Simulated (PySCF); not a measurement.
# Cyclopropyl Cyanosilane (C4H7NSi): NMR shifts in gas and solvents, part 2 of 2

PySCF 2.14.0. Atoms count from 0.

**6. Nuclear shieldings: B97-2/pcSseg-2**

The job: settings as JSON, then the geometry in Å.

```
{"job": {"kind": "nmr", "xc": "B97-2", "basis": "pcSseg-2", "pop": false}, "charge": 0, "multiplicity": 1}
N      2.032616     2.216560     0.627075
C      1.770652     1.259350     0.042001
Si     1.279911    -0.280831    -0.871845
C     -0.433919    -0.691461    -0.334665
C     -1.411938     0.398364     0.032595
C     -0.861571    -0.483030     1.097604
H      1.386760     0.034504    -2.316304
H      2.278643    -1.314993    -0.509376
H     -0.867948    -1.555873    -0.829027
H     -2.441814     0.257840    -0.270330
H     -1.070430     1.426306     0.002426
H     -0.147201    -0.052803     1.789696
H     -1.511110    -1.232703     1.530796
```

Level: GIAO B97-2/pcSseg-2 NMR shielding, non-relativistic, gas phase.

Log:

```text
coarse grid: 11376 points
cycle   1  E = -500.8153740687  dE =  6.071e-01  |g| = 4.589e-01  |ddm| = 2.567e+00
cycle   2  E = -500.6978384791  dE =  1.175e-01  |g| = 8.458e-01  |ddm| = 7.921e-01
cycle   3  E = -500.8609364460  dE = -1.631e-01  |g| = 1.928e-01  |ddm| = 5.308e-01
cycle   4  E = -500.8687454627  dE = -7.809e-03  |g| = 5.092e-02  |ddm| = 1.198e-01
cycle   5  E = -500.8693249365  dE = -5.795e-04  |g| = 9.547e-03  |ddm| = 3.610e-02
cycle   6  E = -500.8693449261  dE = -1.999e-05  |g| = 2.232e-03  |ddm| = 8.551e-03
cycle   7  E = -500.8693462007  dE = -1.275e-06  |g| = 5.302e-04  |ddm| = 2.470e-03
final grid: 105360 points
cycle   8  E = -500.8748629760  dE = -1.004e-04  |g| = 4.175e-03  |ddm| = 5.669e-02
cycle   9  E = -500.8748606468  dE =  2.329e-06  |g| = 4.674e-03  |ddm| = 5.120e-03
cycle  10  E = -500.8748647513  dE = -4.104e-06  |g| = 2.046e-03  |ddm| = 3.426e-03
cycle  11  E = -500.8748654967  dE = -7.454e-07  |g| = 8.380e-04  |ddm| = 1.217e-03
cycle  12  E = -500.8748656567  dE = -1.600e-07  |g| = 6.979e-05  |ddm| = 4.851e-04
cycle  13  E = -500.8748656575  dE = -8.242e-10  |g| = 1.602e-05  |ddm| = 6.231e-05
converged SCF energy = -500.8748656575

GIAO shielding tensors (ppm)
atom      isotropic    diamagn.    paramagn.     s11        s22        s33       span
  0 N      -94.700     332.920    -427.620   -298.016   -292.083    305.998    604.014
  1 C       60.731     267.064    -206.333    -53.302    -51.144    286.638    339.941
  2 Si     406.114     878.171    -472.057    372.430    377.133    468.780     96.350
  3 C      195.741     253.440     -57.699    166.720    188.097    232.408     65.688
  4 C      180.690     250.232     -69.542    153.210    176.389    212.470     59.260
  5 C      181.120     250.327     -69.208    154.192    176.558    212.608     58.416
  6 H       27.021      28.556      -1.535     23.914     24.737     32.412      8.498
  7 H       27.044      28.604      -1.560     23.938     24.774     32.420      8.482
  8 H       32.092      31.340       0.752     25.000     27.657     43.618     18.619
  9 H       30.860      30.356       0.505     24.916     26.360     41.305     16.388
 10 H       30.887      33.236      -2.349     24.554     28.460     39.647     15.093
 11 H       30.959      33.161      -2.202     24.656     28.511     39.709     15.052
 12 H       30.877      30.324       0.553     24.924     26.370     41.337     16.414
```

Wall time 44 s (1 thread of Arm Neoverse V1, shared host); peak memory 1.3 GiB.

This run: δ C1 124.6, C4 4.5, C3 -10.4, N0 356.5, H6 4.60, H9 0.77 ppm (means over like atoms).

**7. Shielding tensors: WP04/pcSseg-2 in chloroform**

The job, as its differences from that of step 6:

```diff
@@ -1,2 +1,2 @@
-{"job": {"kind": "nmr", "xc": "B97-2", "basis": "pcSseg-2", "pop": false}, "charge": 0, "multiplicity": 1}
+{"job": {"kind": "nmr", "xc": "WP04", "basis": "pcSseg-2", "pop": false, "solvent": "chloroform"}, "charge": 0, "multiplicity": 1}
 N      2.032616     2.216560     0.627075
```

Method: GIAO WP04/pcSseg-2 NMR shielding, non-relativistic, IEF-PCM chloroform.

Log:

```text
coarse grid: 11376 points
cycle   1  E = -509.2134520456  dE =  5.405e-01  |g| = 7.166e-01  |ddm| = 2.505e+00
cycle   2  E = -508.9495418104  dE =  2.639e-01  |g| = 1.255e+00  |ddm| = 1.221e+00
cycle   3  E = -509.3073981785  dE = -3.579e-01  |g| = 3.608e-01  |ddm| = 8.152e-01
cycle   4  E = -509.3355058587  dE = -2.811e-02  |g| = 7.513e-02  |ddm| = 1.963e-01
cycle   5  E = -509.3367169794  dE = -1.211e-03  |g| = 1.785e-02  |ddm| = 5.782e-02
cycle   6  E = -509.3367861547  dE = -6.918e-05  |g| = 5.092e-03  |ddm| = 1.661e-02
cycle   7  E = -509.3367922444  dE = -6.090e-06  |g| = 1.385e-03  |ddm| = 4.800e-03
final grid: 105360 points
cycle   8  E = -509.3559417148  dE = -1.366e-04  |g| = 8.291e-03  |ddm| = 5.772e-02
cycle   9  E = -509.3559253816  dE =  1.633e-05  |g| = 1.156e-02  |ddm| = 1.324e-02
cycle  10  E = -509.3559570798  dE = -3.170e-05  |g| = 2.627e-03  |ddm| = 7.922e-03
cycle  11  E = -509.3559581622  dE = -1.082e-06  |g| = 1.302e-03  |ddm| = 1.656e-03
cycle  12  E = -509.3559585266  dE = -3.644e-07  |g| = 1.423e-04  |ddm| = 6.471e-04
cycle  13  E = -509.3559585306  dE = -4.023e-09  |g| = 2.631e-05  |ddm| = 1.346e-04
cycle  14  E = -509.3559585308  dE = -1.536e-10  |g| = 7.205e-06  |ddm| = 2.582e-05
converged SCF energy = -509.3559585308

GIAO shielding tensors (ppm)
atom      isotropic    diamagn.    paramagn.     s11        s22        s33       span
  0 N      -85.623     330.922    -416.545   -286.082   -280.864    310.076    596.158
  1 C       45.171     265.362    -220.191    -76.566    -74.438    286.516    363.082
  2 Si     385.591     880.108    -494.517    348.657    360.940    447.174     98.517
  3 C      182.689     252.504     -69.814    151.450    174.738    221.879     70.429
  4 C      168.445     249.723     -81.278    139.213    164.138    201.984     62.772
  5 C      168.860     249.776     -80.917    140.058    164.388    202.134     62.076
  6 H       27.718      28.970      -1.252     24.758     25.475     32.921      8.163
  7 H       27.742      29.032      -1.291     24.782     25.513     32.930      8.149
  8 H       32.003      31.238       0.765     25.329     27.888     42.792     17.463
  9 H       30.975      30.574       0.401     25.343     26.820     40.760     15.417
 10 H       31.119      33.746      -2.627     25.130     28.951     39.276     14.146
 11 H       31.163      33.666      -2.503     25.203     28.970     39.318     14.115
 12 H       30.991      30.541       0.451     25.352     26.827     40.795     15.442
```

It took 46 s on 1 thread of Arm Neoverse V1, shared host; peak memory 1.4 GiB.

Key values: δ C1 129.9, C4 6.4, C3 -7.6, N0 335.7, H6 4.14, H9 0.89 ppm (means over like atoms).

**8. NMR shieldings: wB97X-D/pcSseg-2 in chloroform**

The job, as its differences from that of step 7:

```diff
@@ -1,2 +1,2 @@
-{"job": {"kind": "nmr", "xc": "WP04", "basis": "pcSseg-2", "pop": false, "solvent": "chloroform"}, "charge": 0, "multiplicity": 1}
+{"job": {"kind": "nmr", "xc": "wB97X-D", "basis": "pcSseg-2", "pop": false, "solvent": "chloroform"}, "charge": 0, "multiplicity": 1}
 N      2.032616     2.216560     0.627075
```

With the program's defaults for keys left out, this is: GIAO wB97X-D/pcSseg-2 NMR shielding, non-relativistic, IEF-PCM chloroform.

Log:

```text
coarse grid: 11376 points
cycle   1  E = -500.8020361304  dE =  7.770e-01  |g| = 4.443e-01  |ddm| = 2.535e+00
cycle   2  E = -500.7765284430  dE =  2.551e-02  |g| = 6.079e-01  |ddm| = 5.618e-01
cycle   3  E = -500.8534104996  dE = -7.688e-02  |g| = 6.096e-02  |ddm| = 3.078e-01
cycle   4  E = -500.8541945409  dE = -7.840e-04  |g| = 3.219e-02  |ddm| = 5.940e-02
cycle   5  E = -500.8544184884  dE = -2.239e-04  |g| = 4.925e-03  |ddm| = 2.796e-02
cycle   6  E = -500.8544251778  dE = -6.689e-06  |g| = 1.546e-03  |ddm| = 5.784e-03
final grid: 105360 points
cycle   7  E = -500.8685720023  dE = -2.356e-04  |g| = 7.521e-03  |ddm| = 5.545e-02
cycle   8  E = -500.8685728066  dE = -8.043e-07  |g| = 7.745e-03  |ddm| = 1.011e-02
cycle   9  E = -500.8685851468  dE = -1.234e-05  |g| = 1.554e-03  |ddm| = 4.628e-03
cycle  10  E = -500.8685855367  dE = -3.900e-07  |g| = 7.549e-04  |ddm| = 1.102e-03
cycle  11  E = -500.8685856668  dE = -1.301e-07  |g| = 6.471e-05  |ddm| = 5.301e-04
cycle  12  E = -500.8685856681  dE = -1.332e-09  |g| = 2.535e-05  |ddm| = 1.102e-04
cycle  13  E = -500.8685856683  dE = -2.294e-10  |g| = 8.749e-06  |ddm| = 4.492e-05
converged SCF energy = -500.8685856683

GIAO shielding tensors (ppm)
atom      isotropic    diamagn.    paramagn.     s11        s22        s33       span
  0 N      -84.554     332.693    -417.247   -284.089   -277.924    308.350    592.439
  1 C       53.274     265.870    -212.596    -64.806    -63.003    287.631    352.437
  2 Si     396.794     877.480    -480.686    362.963    365.874    461.545     98.582
  3 C      197.814     252.425     -54.611    168.783    190.244    234.415     65.632
  4 C      182.094     249.774     -67.681    154.508    178.178    213.595     59.087
  5 C      182.550     249.920     -67.370    155.468    178.462    213.719     58.251
  6 H       26.938      28.184      -1.246     23.804     24.620     32.390      8.586
  7 H       26.963      28.229      -1.266     23.828     24.661     32.400      8.571
  8 H       31.827      30.960       0.867     24.635     27.168     43.679     19.043
  9 H       30.719      30.360       0.359     24.717     26.020     41.419     16.702
 10 H       30.949      32.983      -2.034     24.583     28.407     39.858     15.275
 11 H       30.991      32.875      -1.883     24.654     28.419     39.901     15.246
 12 H       30.734      30.339       0.395     24.728     26.026     41.449     16.722
```

It took 60 s on 1 thread of Arm Neoverse V1, shared host; peak memory 1.5 GiB.

This run: δ C1 133.8, C4 4.8, C3 -10.7, N0 349.1, H6 4.66, H9 0.89 ppm (means over like atoms).

**9. Comparing the runs: NMR shifts**

Shifts (ppm) of some atoms, chosen among heavy atoms and hydrogens apart, means over like atoms, with basis size and wall time:

```tsv
run	C1	C4	C3	H6	H8	N0	Si2	functions	time
PBE0/pcSseg-2	127.5	4.2	-10.7	4.69	-0.44	366.2	-58.0	321	48 s
KT3/pcSseg-2	112.9	4.2	-9.9	4.64	-0.41	338.3	-60.1	321	63 s
wB97X-D/pcSseg-2	128.7	4.4	-10.8	4.62	-0.48	364.3	-56.6	321	59 s
B97-2/pcSseg-2	124.6	4.5	-10.4	4.60	-0.46	356.5	-57.7	321	44 s
WP04/pcSseg-2 in chloroform	129.9	6.4	-7.6	4.14	-0.13	335.7	-56.5	321	46 s
wB97X-D/pcSseg-2 in chloroform	133.8	4.8	-10.7	4.66	-0.21	349.1	-55.5	321	60 s
```

**10. Outcome**

The summary covers parts 1 to 2.

```
                                                               quantity                        value
                                   rotational constants (main isotopes)         4.42, 2.19, 1.68 GHz
13C shifts against TMS (PBE0/pcSseg-2, means over atoms taken as alike)        127.5, 4.2, -10.7 ppm
 1H shifts against TMS (PBE0/pcSseg-2, means over atoms taken as alike)  4.69, 0.77, 0.71, -0.44 ppm
                                 15N shifts against NH3 (PBE0/pcSseg-2)                    366.2 ppm
                                29Si shifts against TMS (PBE0/pcSseg-2)                    -58.0 ppm
                       range of the shift of N0 (wB97X-D/pcSseg-2 runs)           349.1 to 364.3 ppm
```

**Reading.** The optimisation took 6 steps and gained 0.061 eV; among the close pairs (by a distance rule), C3–C5 changed most, from 1.527 to 1.509 Å. No frequency check was run at this level, so the end point may be a saddle. At PBE0/pcSseg-2: The largest span, 614 ppm, is at N0, where the paramagnetic term is -435 ppm. At one level, wB97X-D/pcSseg-2: In ppm, N0 moves most: its shift spreads over 15.3 ppm, from 349.1 (wB97X-D/pcSseg-2 in chloroform) to 364.3 (wB97X-D/pcSseg-2).
